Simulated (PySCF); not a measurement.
**A gas-phase reaction: FGeH8NOSi2 + C2H2 → C2H10FGeNOSi2**

Aim: the reaction energy of `[F][GeH]([NH][SiH3])[O][SiH3]` + `C#C` → `C=[CH][Ge]([F])([NH][SiH3])[O][SiH3]`.

Computed with PySCF 2.14.0; each step states its level. No surroundings beyond the atoms listed, unless a continuum is named. Atoms count from 0, parts from 1.

## (1) Starting point

Each species was relaxed by itself at GFN2-xTB.

## (2) Energies of the species: PBE0-D3(BJ)/def2-SVP

What the job is given:

```
{"job": {"kind": "react", "xc": "PBE0", "basis": "def2-SVP", "disp": "d3bj"}, "charge": 0, "multiplicity": 1}
-1 FGeH8NOSi2 charge 0 multiplicity 1
F      0.621920    -0.144750     2.772240
Ge    -0.043260     0.681740     1.383090
N     -1.324160    -0.424460     0.785960
Si    -1.980280    -0.496640    -0.822620
O      1.249700     0.900610     0.285150
Si     2.263310     0.181330    -0.771690
H     -0.429700     2.043710     1.848120
H     -1.428040    -1.260650     1.339740
H     -2.258420     0.886470    -1.210620
H     -3.192850    -1.302350    -0.665420
H     -1.063630    -1.123970    -1.784670
H      2.648970    -1.150480    -0.302620
H      3.383900     1.116710    -0.805880
H      1.552540     0.092730    -2.050770

-1 C2H2 charge 0 multiplicity 1
C     -0.588460    -0.099760    -0.006130
C      0.588470     0.099630     0.006410
H     -1.623340    -0.274960    -0.017640
H      1.623330     0.275100     0.017360

+1 C2H10FGeNOSi2 charge 0 multiplicity 1
C      2.414280    -1.617220     0.762270
C      2.080370    -0.367530     1.028060
Ge     0.237830     0.285610     0.964570
F     -0.294490     0.726040     2.593500
N     -0.101100     1.806400     0.041700
Si    -0.170370     1.914130    -1.687300
O     -0.813820    -1.006020     0.506100
Si    -2.252680    -1.435680    -0.114180
H      3.438160    -1.958320     0.805310
H      1.668500    -2.348230     0.492140
H      2.826130     0.366060     1.300220
H     -0.677790     2.460860     0.548020
H     -0.303740     3.349890    -1.938840
H      1.097680     1.361750    -2.169870
H     -1.293730     1.175620    -2.281220
H     -3.242120    -0.365250     0.028250
H     -2.609150    -2.626840     0.651800
H     -2.003950    -1.721250    -1.530520
```

With the program's defaults for keys left out, this is: PBE0-D3(BJ)/def2-SVP reaction energy of separated species, gas phase.

On the command line:

```sh
$ OMP_NUM_THREADS=1 python cluster_run.py task.json out
```

One launch serves the whole session: the jobs run in the order shown.

Log:

```text
species 1 (FGeH8NOSi2)
coarse grid: 55616 points
cycle   1  E = -2889.1683501196  dE = -1.621e-01  |g| = 1.042e+00  |ddm| = 3.666e+00
cycle   2  E = -2888.8699651236  dE =  2.984e-01  |g| = 1.657e+00  |ddm| = 2.106e+00
cycle   3  E = -2889.3546149838  dE = -4.846e-01  |g| = 1.219e-01  |ddm| = 1.389e+00
cycle   4  E = -2889.3565798308  dE = -1.965e-03  |g| = 7.253e-02  |ddm| = 1.513e-01
cycle   5  E = -2889.3575872691  dE = -1.007e-03  |g| = 1.245e-02  |ddm| = 6.119e-02
cycle   6  E = -2889.3576148216  dE = -2.755e-05  |g| = 2.387e-03  |ddm| = 1.187e-02
cycle   7  E = -2889.3576156385  dE = -8.169e-07  |g| = 5.611e-04  |ddm| = 2.212e-03
final grid: 113672 points
cycle   8  E = -2889.3575738865  dE =  2.252e-08  |g| = 9.109e-04  |ddm| = 1.578e-03
cycle   9  E = -2889.3575736460  dE =  2.405e-07  |g| = 1.458e-03  |ddm| = 1.854e-03
cycle  10  E = -2889.3575740430  dE = -3.971e-07  |g| = 5.544e-05  |ddm| = 1.134e-03
cycle  11  E = -2889.3575740436  dE = -5.912e-10  |g| = 1.426e-05  |ddm| = 6.006e-05
converged SCF energy = -2889.3575740436

species 2 (C2H2)
coarse grid: 3416 points
cycle   1  E = -77.1324210441  dE =  1.281e-01  |g| = 2.796e-01  |ddm| = 2.195e+00
cycle   2  E = -77.1404817052  dE = -8.061e-03  |g| = 2.157e-01  |ddm| = 5.939e-01
cycle   3  E = -77.1534318789  dE = -1.295e-02  |g| = 9.137e-03  |ddm| = 2.110e-01
cycle   4  E = -77.1534581040  dE = -2.623e-05  |g| = 1.268e-03  |ddm| = 1.348e-02
cycle   5  E = -77.1534585514  dE = -4.474e-07  |g| = 6.391e-05  |ddm| = 1.927e-03
final grid: 33160 points
cycle   6  E = -77.1670864502  dE = -9.465e-06  |g| = 2.686e-03  |ddm| = 1.217e-02
cycle   7  E = -77.1670872663  dE = -8.161e-07  |g| = 2.202e-03  |ddm| = 5.026e-03
cycle   8  E = -77.1670886648  dE = -1.399e-06  |g| = 2.003e-04  |ddm| = 2.164e-03
cycle   9  E = -77.1670886644  dE =  4.282e-10  |g| = 2.030e-04  |ddm| = 2.890e-04
cycle  10  E = -77.1670886752  dE = -1.078e-08  |g| = 4.883e-06  |ddm| = 1.488e-04
cycle  11  E = -77.1670886752  dE = -5.329e-12  |g| = 2.351e-07  |ddm| = 4.416e-06
converged SCF energy = -77.1670886752

species 3 (C2H10FGeNOSi2)
coarse grid: 70920 points
cycle   1  E = -2966.4083476813  dE =  2.518e-02  |g| = 1.060e+00  |ddm| = 4.292e+00
cycle   2  E = -2966.1169118078  dE =  2.914e-01  |g| = 1.665e+00  |ddm| = 2.197e+00
cycle   3  E = -2966.6032255414  dE = -4.863e-01  |g| = 1.482e-01  |ddm| = 1.441e+00
cycle   4  E = -2966.6072043734  dE = -3.979e-03  |g| = 6.635e-02  |ddm| = 1.854e-01
cycle   5  E = -2966.6080481592  dE = -8.438e-04  |g| = 1.753e-02  |ddm| = 6.047e-02
cycle   6  E = -2966.6081224603  dE = -7.430e-05  |g| = 2.789e-03  |ddm| = 1.843e-02
cycle   7  E = -2966.6081241273  dE = -1.667e-06  |g| = 7.663e-04  |ddm| = 3.185e-03
final grid: 146832 points
cycle   8  E = -2966.6080552860  dE =  1.010e-07  |g| = 1.167e-03  |ddm| = 2.377e-03
cycle   9  E = -2966.6080547130  dE =  5.730e-07  |g| = 1.918e-03  |ddm| = 2.615e-03
cycle  10  E = -2966.6080556026  dE = -8.896e-07  |g| = 1.177e-04  |ddm| = 1.651e-03
cycle  11  E = -2966.6080556052  dE = -2.609e-09  |g| = 2.162e-05  |ddm| = 1.010e-04
cycle  12  E = -2966.6080556053  dE = -8.913e-11  |g| = 7.856e-06  |ddm| = 2.407e-05
converged SCF energy = -2966.6080556053

Reaction energy = -54.691 kcal/mol
```

Wall time 21 s (1 thread of Intel Xeon 6975P-C, shared host); peak memory 0.83 GiB.

Species by species (with the dispersion term, which the log's SCF energies lack):

| ν | species | energy (Eh) | HOMO (eV) |
| --- | --- | --- | --- |
| -1 | [F][GeH]([NH][SiH3])[O][SiH3] | -2889.36928 | -7.81 |
| -1 | C#C | -77.16817 | -8.36 |
| +1 | C=[CH][Ge]([F])([NH][SiH3])[O][SiH3] | -2966.62461 | -7.69 |

## (3) Energies of the species: TPSSh-D3(BJ)/def2-SVP

The job, as its differences from that of step 2:

```diff
@@ -1,2 +1,2 @@
-{"job": {"kind": "react", "xc": "PBE0", "basis": "def2-SVP", "disp": "d3bj"}, "charge": 0, "multiplicity": 1}
+{"job": {"kind": "react", "xc": "TPSSh", "basis": "def2-SVP", "disp": "d3bj"}, "charge": 0, "multiplicity": 1}
 -1 FGeH8NOSi2 charge 0 multiplicity 1
```

With the program's defaults for keys left out, this is: TPSSh-D3(BJ)/def2-SVP reaction energy of separated species, gas phase.

Log:

```text
species 1 (FGeH8NOSi2)
coarse grid: 55616 points
cycle   1  E = -2889.8932282844  dE = -1.501e-01  |g| = 1.171e+00  |ddm| = 3.724e+00
cycle   2  E = -2889.3024536379  dE =  5.908e-01  |g| = 2.129e+00  |ddm| = 2.663e+00
cycle   3  E = -2890.1179456469  dE = -8.155e-01  |g| = 2.003e-01  |ddm| = 1.928e+00
cycle   4  E = -2890.1235605738  dE = -5.615e-03  |g| = 1.133e-01  |ddm| = 2.517e-01
cycle   5  E = -2890.1259791147  dE = -2.419e-03  |g| = 2.745e-02  |ddm| = 1.047e-01
cycle   6  E = -2890.1261202734  dE = -1.412e-04  |g| = 4.211e-03  |ddm| = 2.528e-02
cycle   7  E = -2890.1261234458  dE = -3.172e-06  |g| = 1.447e-03  |ddm| = 4.986e-03
final grid: 113672 points
cycle   8  E = -2890.1260800785  dE =  9.311e-07  |g| = 2.904e-03  |ddm| = 4.084e-03
cycle   9  E = -2890.1260760470  dE =  4.032e-06  |g| = 5.481e-03  |ddm| = 6.771e-03
cycle  10  E = -2890.1260816694  dE = -5.622e-06  |g| = 1.241e-04  |ddm| = 4.404e-03
cycle  11  E = -2890.1260816730  dE = -3.574e-09  |g| = 4.032e-05  |ddm| = 1.604e-04
cycle  12  E = -2890.1260816732  dE = -2.647e-10  |g| = 1.147e-05  |ddm| = 3.842e-05
converged SCF energy = -2890.1260816732

species 2 (C2H2)
coarse grid: 15304 points
cycle   1  E = -77.2479704838  dE =  1.149e-01  |g| = 3.115e-01  |ddm| = 2.220e+00
cycle   2  E = -77.2530670578  dE = -5.097e-03  |g| = 2.758e-01  |ddm| = 6.527e-01
cycle   3  E = -77.2746624833  dE = -2.160e-02  |g| = 7.637e-03  |ddm| = 2.895e-01
cycle   4  E = -77.2746805012  dE = -1.802e-05  |g| = 1.220e-03  |ddm| = 9.482e-03
cycle   5  E = -77.2746809241  dE = -4.229e-07  |g| = 1.047e-04  |ddm| = 1.695e-03
final grid: 33160 points
cycle   6  E = -77.2746844627  dE =  1.380e-08  |g| = 2.782e-04  |ddm| = 3.913e-04
cycle   7  E = -77.2746843495  dE =  1.132e-07  |g| = 7.064e-04  |ddm| = 7.297e-04
cycle   8  E = -77.2746844833  dE = -1.338e-07  |g| = 3.276e-05  |ddm| = 5.291e-04
cycle   9  E = -77.2746844836  dE = -3.121e-10  |g| = 6.533e-07  |ddm| = 3.266e-05
converged SCF energy = -77.2746844836

species 3 (C2H10FGeNOSi2)
coarse grid: 70920 points
cycle   1  E = -2967.2280704414  dE =  1.899e-03  |g| = 1.198e+00  |ddm| = 4.354e+00
cycle   2  E = -2966.6479531572  dE =  5.801e-01  |g| = 2.141e+00  |ddm| = 2.775e+00
cycle   3  E = -2967.4653786538  dE = -8.174e-01  |g| = 2.415e-01  |ddm| = 1.985e+00
cycle   4  E = -2967.4763216500  dE = -1.094e-02  |g| = 1.006e-01  |ddm| = 3.062e-01
cycle   5  E = -2967.4781441022  dE = -1.822e-03  |g| = 3.530e-02  |ddm| = 1.010e-01
cycle   6  E = -2967.4784518493  dE = -3.077e-04  |g| = 5.216e-03  |ddm| = 3.703e-02
cycle   7  E = -2967.4784577590  dE = -5.910e-06  |g| = 2.298e-03  |ddm| = 7.058e-03
final grid: 146832 points
cycle   8  E = -2967.4783844085  dE =  3.833e-06  |g| = 4.558e-03  |ddm| = 6.662e-03
cycle   9  E = -2967.4783673028  dE =  1.711e-05  |g| = 9.272e-03  |ddm| = 1.217e-02
cycle  10  E = -2967.4783897483  dE = -2.245e-05  |g| = 3.691e-04  |ddm| = 8.161e-03
cycle  11  E = -2967.4783897793  dE = -3.093e-08  |g| = 7.682e-05  |ddm| = 3.620e-04
cycle  12  E = -2967.4783897807  dE = -1.402e-09  |g| = 1.266e-05  |ddm| = 8.541e-05
cycle  13  E = -2967.4783897807  dE = -2.910e-11  |g| = 4.056e-06  |ddm| = 1.294e-05
converged SCF energy = -2967.4783897807

Reaction energy = -51.843 kcal/mol
```

It took 31 s on 1 thread of Intel Xeon 6975P-C, shared host; peak memory 0.82 GiB.

Reaction energy at this level: -51.84 kcal/mol.

## (4) Reaction energy: revPBE/pcseg-1

The job, as its differences from that of step 3:

```diff
@@ -1,2 +1,2 @@
-{"job": {"kind": "react", "xc": "TPSSh", "basis": "def2-SVP", "disp": "d3bj"}, "charge": 0, "multiplicity": 1}
+{"job": {"kind": "react", "xc": "revPBE", "basis": "pcseg-1", "scf": {"guess": "1e", "max_cycle": 61}, "grid": 0}, "charge": 0, "multiplicity": 1}
 -1 FGeH8NOSi2 charge 0 multiplicity 1
```

With the program's defaults for keys left out, this is: revPBE/pcseg-1 reaction energy of separated species, gas phase.

Log:

```text
species 1 (FGeH8NOSi2)
final grid: 13896 points
cycle   1  E = -2497.3032508821  dE =  3.230e+02  |g| = 1.273e+01  |ddm| = 1.584e+02
cycle   2  E = -2511.2218885364  dE = -1.392e+01  |g| = 1.383e+01  |ddm| = 1.615e+02
cycle   3  E = -2834.2634530236  dE = -3.230e+02  |g| = 8.673e+00  |ddm| = 3.559e+01
cycle   4  E = -2839.8300765421  dE = -5.567e+00  |g| = 9.833e+00  |ddm| = 2.465e+01
cycle   5  E = -2887.4472459119  dE = -4.762e+01  |g| = 3.538e+00  |ddm| = 2.014e+01
cycle   6  E = -2885.7360354347  dE =  1.711e+00  |g| = 3.626e+00  |ddm| = 8.672e+00
cycle   7  E = -2889.6099874506  dE = -3.874e+00  |g| = 1.256e+00  |ddm| = 8.345e+00
cycle   8  E = -2889.7374502412  dE = -1.275e-01  |g| = 1.100e+00  |ddm| = 2.125e+00
cycle   9  E = -2889.9419564355  dE = -2.045e-01  |g| = 4.910e-01  |ddm| = 1.136e+00
cycle  10  E = -2889.9850230443  dE = -4.307e-02  |g| = 1.571e-01  |ddm| = 3.623e-01
cycle  11  E = -2889.9901851684  dE = -5.162e-03  |g| = 3.203e-02  |ddm| = 1.713e-01
cycle  12  E = -2889.9904384031  dE = -2.532e-04  |g| = 1.611e-02  |ddm| = 5.730e-02
cycle  13  E = -2889.9904885475  dE = -5.014e-05  |g| = 5.170e-03  |ddm| = 1.797e-02
cycle  14  E = -2889.9904947529  dE = -6.205e-06  |g| = 6.152e-04  |ddm| = 5.769e-03
cycle  15  E = -2889.9904948661  dE = -1.132e-07  |g| = 1.282e-04  |ddm| = 1.046e-03
cycle  16  E = -2889.9904948704  dE = -4.350e-09  |g| = 3.006e-05  |ddm| = 2.200e-04
cycle  17  E = -2889.9904948708  dE = -3.174e-10  |g| = 7.593e-06  |ddm| = 5.799e-05
converged SCF energy = -2889.9904948708

species 2 (C2H2)
final grid: 3416 points
cycle   1  E = -68.4381047718  dE = -1.764e+00  |g| = 3.094e+00  |ddm| = 9.752e+01
cycle   2  E = -74.0285967958  dE = -5.590e+00  |g| = 2.931e+00  |ddm| = 9.679e+01
cycle   3  E = -76.9104503370  dE = -2.882e+00  |g| = 1.040e+00  |ddm| = 3.771e+00
cycle   4  E = -77.2518058289  dE = -3.414e-01  |g| = 3.113e-01  |ddm| = 1.438e+00
cycle   5  E = -77.2774519468  dE = -2.565e-02  |g| = 2.766e-02  |ddm| = 5.998e-01
cycle   6  E = -77.2776001617  dE = -1.482e-04  |g| = 1.107e-02  |ddm| = 3.185e-02
cycle   7  E = -77.2776268479  dE = -2.669e-05  |g| = 6.574e-03  |ddm| = 1.367e-02
cycle   8  E = -77.2776378497  dE = -1.100e-05  |g| = 1.249e-03  |ddm| = 5.621e-03
cycle   9  E = -77.2776382829  dE = -4.332e-07  |g| = 1.900e-05  |ddm| = 1.000e-03
cycle  10  E = -77.2776382830  dE = -1.075e-10  |g| = 1.835e-06  |ddm| = 3.393e-05
converged SCF energy = -77.2776382830

species 3 (C2H10FGeNOSi2)
final grid: 17304 points
cycle   1  E = -2506.0595062418  dE =  3.466e+02  |g| = 1.524e+01  |ddm| = 1.192e+02
cycle   2  E = -2536.0887895841  dE = -3.003e+01  |g| = 1.467e+01  |ddm| = 1.298e+02
cycle   3  E = -2892.8251803821  dE = -3.567e+02  |g| = 8.956e+00  |ddm| = 6.552e+01
cycle   4  E = -2857.7587336608  dE =  3.507e+01  |g| = 1.356e+01  |ddm| = 3.570e+01
cycle   5  E = -2962.3184647833  dE = -1.046e+02  |g| = 4.155e+00  |ddm| = 2.305e+01
cycle   6  E = -2963.2845541875  dE = -9.661e-01  |g| = 3.399e+00  |ddm| = 8.009e+00
cycle   7  E = -2964.2895429404  dE = -1.005e+00  |g| = 2.527e+00  |ddm| = 1.071e+01
cycle   8  E = -2967.1977075582  dE = -2.908e+00  |g| = 6.960e-01  |ddm| = 8.926e+00
cycle   9  E = -2967.2810375112  dE = -8.333e-02  |g| = 5.184e-01  |ddm| = 1.151e+00
cycle  10  E = -2967.3286685479  dE = -4.763e-02  |g| = 2.175e-01  |ddm| = 6.198e-01
cycle  11  E = -2967.3378193344  dE = -9.151e-03  |g| = 1.391e-01  |ddm| = 2.755e-01
cycle  12  E = -2967.3415595594  dE = -3.740e-03  |g| = 3.679e-02  |ddm| = 1.556e-01
cycle  13  E = -2967.3418482202  dE = -2.887e-04  |g| = 2.166e-02  |ddm| = 6.372e-02
cycle  14  E = -2967.3419546863  dE = -1.065e-04  |g| = 9.547e-03  |ddm| = 2.575e-02
cycle  15  E = -2967.3419792290  dE = -2.454e-05  |g| = 1.280e-03  |ddm| = 1.002e-02
cycle  16  E = -2967.3419796062  dE = -3.772e-07  |g| = 5.695e-04  |ddm| = 2.177e-03
cycle  17  E = -2967.3419796821  dE = -7.589e-08  |g| = 8.609e-05  |ddm| = 7.804e-04
cycle  18  E = -2967.3419796845  dE = -2.386e-09  |g| = 2.970e-05  |ddm| = 1.660e-04
cycle  19  E = -2967.3419796846  dE = -1.814e-10  |g| = 1.466e-05  |ddm| = 5.017e-05
converged SCF energy = -2967.3419796846

Reaction energy = -46.339 kcal/mol
```

Wall time 35 s (1 thread of Intel Xeon 6975P-C, shared host); peak memory 0.32 GiB.

It converged, yet the result is unsound: grid level 0 is too coarse.

## (5) Energies of the species: MP2/6-31++G** Ge:def2-SVP

The job, as its differences from that of step 4:

```diff
@@ -1,2 +1,2 @@
-{"job": {"kind": "react", "xc": "revPBE", "basis": "pcseg-1", "scf": {"guess": "1e", "max_cycle": 61}, "grid": 0}, "charge": 0, "multiplicity": 1}
+{"job": {"kind": "react", "xc": "MP2", "basis": {"default": "6-31++G**", "Ge": "def2-SVP"}}, "charge": 0, "multiplicity": 1}
 -1 FGeH8NOSi2 charge 0 multiplicity 1
```

With the program's defaults for keys left out, this is: MP2/6-31++G** Ge:def2-SVP reaction energy of separated species, gas phase.

Log:

```text
species 1 (FGeH8NOSi2)
final grid: 113672 points
cycle   1  E = -2886.3636060277  dE = -3.736e-01  |g| = 7.613e-01  |ddm| = 3.583e+00
cycle   2  E = -2886.4606663810  dE = -9.706e-02  |g| = 4.760e-01  |ddm| = 1.220e+00
cycle   3  E = -2886.4987353214  dE = -3.807e-02  |g| = 6.527e-02  |ddm| = 3.532e-01
cycle   4  E = -2886.5003102157  dE = -1.575e-03  |g| = 1.412e-02  |ddm| = 1.418e-01
cycle   5  E = -2886.5003760278  dE = -6.581e-05  |g| = 5.633e-03  |ddm| = 3.252e-02
cycle   6  E = -2886.5003852474  dE = -9.220e-06  |g| = 1.214e-03  |ddm| = 9.698e-03
cycle   7  E = -2886.5003861481  dE = -9.007e-07  |g| = 3.709e-04  |ddm| = 4.197e-03
cycle   8  E = -2886.5003862243  dE = -7.611e-08  |g| = 1.476e-04  |ddm| = 1.124e-03
cycle   9  E = -2886.5003862339  dE = -9.642e-09  |g| = 4.096e-05  |ddm| = 3.560e-04
cycle  10  E = -2886.5003862348  dE = -8.799e-10  |g| = 1.105e-05  |ddm| = 1.324e-04
converged SCF energy = -2886.5003862348

species 2 (C2H2)
final grid: 33160 points
cycle   1  E = -76.8053869956  dE =  2.175e-01  |g| = 2.379e-01  |ddm| = 1.866e+00
cycle   2  E = -76.8257325967  dE = -2.035e-02  |g| = 5.389e-02  |ddm| = 4.624e-01
cycle   3  E = -76.8269815463  dE = -1.249e-03  |g| = 8.373e-03  |ddm| = 1.444e-01
cycle   4  E = -76.8270105635  dE = -2.902e-05  |g| = 1.783e-03  |ddm| = 2.253e-02
cycle   5  E = -76.8270116561  dE = -1.093e-06  |g| = 3.699e-04  |ddm| = 2.981e-03
cycle   6  E = -76.8270117516  dE = -9.545e-08  |g| = 8.739e-05  |ddm| = 8.212e-04
cycle   7  E = -76.8270117567  dE = -5.068e-09  |g| = 7.610e-06  |ddm| = 2.412e-04
cycle   8  E = -76.8270117567  dE = -3.375e-11  |g| = 3.090e-06  |ddm| = 3.196e-05
converged SCF energy = -76.8270117567

species 3 (C2H10FGeNOSi2)
final grid: 146832 points
cycle   1  E = -2963.2310924671  dE =  3.760e-02  |g| = 8.052e-01  |ddm| = 4.274e+00
cycle   2  E = -2963.3495082932  dE = -1.184e-01  |g| = 4.971e-01  |ddm| = 1.721e+00
cycle   3  E = -2963.3921021208  dE = -4.259e-02  |g| = 7.914e-02  |ddm| = 4.710e-01
cycle   4  E = -2963.3943517781  dE = -2.250e-03  |g| = 1.575e-02  |ddm| = 1.928e-01
cycle   5  E = -2963.3944356912  dE = -8.391e-05  |g| = 6.072e-03  |ddm| = 4.007e-02
cycle   6  E = -2963.3944479212  dE = -1.223e-05  |g| = 1.569e-03  |ddm| = 1.271e-02
cycle   7  E = -2963.3944494316  dE = -1.510e-06  |g| = 5.125e-04  |ddm| = 5.739e-03
cycle   8  E = -2963.3944495797  dE = -1.480e-07  |g| = 1.747e-04  |ddm| = 1.818e-03
cycle   9  E = -2963.3944495958  dE = -1.615e-08  |g| = 5.177e-05  |ddm| = 5.690e-04
cycle  10  E = -2963.3944495970  dE = -1.159e-09  |g| = 1.490e-05  |ddm| = 1.661e-04
cycle  11  E = -2963.3944495971  dE = -1.082e-10  |g| = 4.784e-06  |ddm| = 5.403e-05
converged SCF energy = -2963.3944495971

Reaction energy = -46.652 kcal/mol
```

It took 16 s on 1 thread of Intel Xeon 6975P-C, shared host; peak memory 0.7 GiB.

Reaction energy at this level: -46.65 kcal/mol.

## (6) Side by side

Energies in kcal/mol, with wall time:

| run | reaction | time |
| --- | --- | --- |
| PBE0-D3(BJ)/def2-SVP | -54.69 | 21 s |
| TPSSh-D3(BJ)/def2-SVP | -51.84 | 31 s |
| MP2/6-31++G** Ge:def2-SVP | -46.65 | 16 s |

## (7) Summary of results

| quantity | value |
| --- | --- |
| reaction energy (PBE0-D3(BJ)/def2-SVP) | -54.69 kcal/mol |
| ΔH, ΔG at 298 K (xTB thermal terms) | -50.8, -40.1 kcal/mol |
| range of the reaction energy over the runs of this table | -54.69 to -46.65 kcal/mol |
| runs | 4, of which 0 failed and 1 ended on unsound input |

What this shows: The reaction is exothermic by 50.8 kcal/mol in the gas phase; dispersion gives -2.36, and xTB itself gave -34.05 for the electronic energy (xTB energies and thermal terms come from the earlier relaxation of each species, not shown). No barrier was sought. xTB and this level differ widely in the electronic energy, so what comes from xTB (the thermal terms above all) is less safe here. The reaction energy runs from -54.69 (PBE0-D3(BJ)/def2-SVP) to -46.65 kcal/mol (MP2/6-31++G** Ge:def2-SVP).
